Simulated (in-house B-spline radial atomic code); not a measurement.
# As: excited configurations

Wanted: excitation energies of As as differences of total energies (ΔSCF).

Method: scalar-relativistic (spin-free one-electron X2C) PBE0, spin-polarised, spherical density, exact exchange averaged over the configuration, Fermi nucleus, basis-set limit. Code: in-house B-spline radial atomic code version 1.

## (1) Starting point

- element: arsenic (Z = 33)
- charge: 0
- electrons: 33
- configuration: [Ar] 3d10 4s2 4p3
- Hamiltonian: scalar-relativistic (X2C)
- nucleus: Fermi, rms radius 4.097 fm

Outer shells as boxes (Hund's rule):

[Ar] 3d10 4s2 4p3
```
[Ar] core
3d [↑↓][↑↓][↑↓][↑↓][↑↓]
4s [↑↓]
4p [↑ ][↑ ][↑ ]
```

Where spins are not typed, each open shell is filled with up spins first.

## (2) The base configuration

The run's settings:

```ini
Z = 33
electrons = 33.0
configuration = [Ar] 3d10 4s2 4p3
hamiltonian = x2c
method = pbe0
spin_polarised = True
nucleus = fermi
rms_radius = 4.0968
mass_number = 75
atomic_mass = 74.921594562
speed_of_light = 137.035999084
exact_exchange = averaged over the configuration
```

The run is started by

```console
python run_scf.py task.json out
```

One command runs all members of the session, one after another, from task.json.

## (3) Run with [Ar] 3d10 4s1 4p3 5d1

The settings differ from step 2 so:

```diff
@@ -2,3 +2,3 @@
 electrons = 33.0
-configuration = [Ar] 3d10 4s2 4p3
+configuration = [Ar] 3d10 4s1 4p3 5d1
 hamiltonian = x2c
```

## (4) Configuration [Ne] 3s2 3p5 3d10 4s2 4p3 5p1

The settings differ from step 3 so:

```diff
@@ -2,3 +2,3 @@
 electrons = 33.0
-configuration = [Ar] 3d10 4s1 4p3 5d1
+configuration = [Ne] 3s2 3p5 3d10 4s2 4p3 5p1
 hamiltonian = x2c
```

## (5) Run with [Ar] 3d10 4s1 4p3 4f1

The settings differ from step 4 so:

```diff
@@ -2,3 +2,3 @@
 electrons = 33.0
-configuration = [Ne] 3s2 3p5 3d10 4s2 4p3 5p1
+configuration = [Ar] 3d10 4s1 4p3 4f1
 hamiltonian = x2c
```

## (6) [Ar] 3d10 4s1 4p3 5f1

The settings differ from step 5 so:

```diff
@@ -2,3 +2,3 @@
 electrons = 33.0
-configuration = [Ar] 3d10 4s1 4p3 4f1
+configuration = [Ar] 3d10 4s1 4p3 5f1
 hamiltonian = x2c
```

## (7) [Ar] 3d10 4s2 4p2 5p1

The settings differ from step 6 so:

```diff
@@ -2,3 +2,3 @@
 electrons = 33.0
-configuration = [Ar] 3d10 4s1 4p3 5f1
+configuration = [Ar] 3d10 4s2 4p2 5p1
 hamiltonian = x2c
```

## (8) Run with [Ar] 3d10 4s2 4p2 4f1

The settings differ from step 7 so:

```diff
@@ -2,3 +2,3 @@
 electrons = 33.0
-configuration = [Ar] 3d10 4s2 4p2 5p1
+configuration = [Ar] 3d10 4s2 4p2 4f1
 hamiltonian = x2c
```

Before running: How far above the reference does each configuration lie (order and size, in eV)?

As calculated:

| net move | configuration | 2|M_S|+1 | energy above the reference (eV) | largest <r> (bohr) |
| --- | --- | --- | --- | --- |
| 4p → 5p | [Ar] 3d10 4s2 4p2 5p1 | 4 | 7.559 | 8.29 |
| 4p → 4f | [Ar] 3d10 4s2 4p2 4f1 | 4 | 9.008 | 16.8 |
| 4s → 5d | [Ar] 3d10 4s1 4p3 5d1 | 6 | 15.522 | 14.8 |
| 4s → 4f | [Ar] 3d10 4s1 4p3 4f1 | 6 | 15.831 | 16.8 |
| 4s → 5f | [Ar] 3d10 4s1 4p3 5f1 | 6 | 16.138 | 28.6 |
| 3p → 5p | [Ne] 3s2 3p5 3d10 4s2 4p3 5p1 | 6 | 143.61 | 7.91 |

What this shows: The lowest of them is 4p → 5p at 7.559 eV and the highest 3p → 5p at 143.61 eV. 4 of them lie more than 60 % above minus the reference's highest level (7.097 eV), in the range where a state can decay by emitting an electron. Two partly filled shells share a symmetry and can mix in the average, which may lower the energy, for: 4p → 5p. The reference has 2|M_S|+1 = 4; 4 of the configurations differ from it in spin. These are spherical averages at the typed spins, not spectroscopic levels.
